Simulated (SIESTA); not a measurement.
Nb2AsC:

```
Nb As C
1.0
     3.35724    0.00000    0.00000
    -1.67862    2.90746    0.00000
     0.00000    0.00000   11.93196
Nb As C
4 2 2
Direct
  0.33333 0.66667 0.09467
  0.66667 0.33333 0.59467
  0.66667 0.33333 0.90533
  0.33333 0.66667 0.40533
  0.33333 0.66667 0.75000
  0.66667 0.33333 0.25000
  0.00000 0.00000 0.00000
  0.00000 0.00000 0.50000
```

The cell comes from a database or a generator and needn't be the stable form of this composition.

| Property | Result |
| --- | --- |
| Program | SIESTA 5.4.2 |
| Task | single point |
| Functional | PBEsol |
| Potentials or basis | PseudoDojo 0.4 standard (PBEsol files) |
| Basis | DZP (energy shift 0.003 Ry; two zetas on semicore shells) |
| Grid cutoff | 800 Ry |
| Energy shift | 0.003 Ry |
| k mesh | 9 × 9 × 3 |
| Occupations | fermi-dirac, width 0.05 eV |
| Spin | no spin polarisation |

On this cell: pressure -4.9 GPa; largest force 0.248 eV/Å; band gap on the k mesh none (metal or under the smearing width).

The same run follows on a disturbed copy (atoms moved at random, drawn with an rms of 0.05 Å):

```
Nb As C
1.0
     3.35724    0.00000    0.00000
    -1.67862    2.90746    0.00000
     0.00000    0.00000   11.93196
Nb As C
4 2 2
Direct
  0.32165 0.66605 0.09406
  0.67598 0.34063 0.59520
  0.65948 0.31513 0.90675
  0.33510 0.67668 0.40348
  0.34854 0.67761 0.74800
  0.67390 0.34247 0.24554
  0.00905 0.00297 0.99626
  0.99939 0.01153 0.49944
```

Problem. What changes?

Solution. The energy (extrapolated to zero smearing) moves by +12.3 meV/atom; pressure -4.5 GPa; largest force 0.930 eV/Å; band gap on the k mesh none (metal or under the smearing width).

Forces in eV/Å, atoms in the order of the input:
```
Nb   0.714  0.125 -0.455
Nb  -0.291  0.126 -0.598
Nb   0.158  0.817 -0.416
Nb   0.028 -0.018  0.333
As  -0.136 -0.318  0.290
As  -0.292 -0.126  0.538
C   -0.585 -0.497  0.449
C    0.404 -0.110 -0.141
```

Stress tensor (GPa, compression positive):
```
-5.48  0.05 -0.13
 0.05 -5.43 -0.47
-0.13 -0.47 -2.60
```

Caveats: the basis of atomic orbitals isn't converged, which shifts pressures, moduli and gaps.
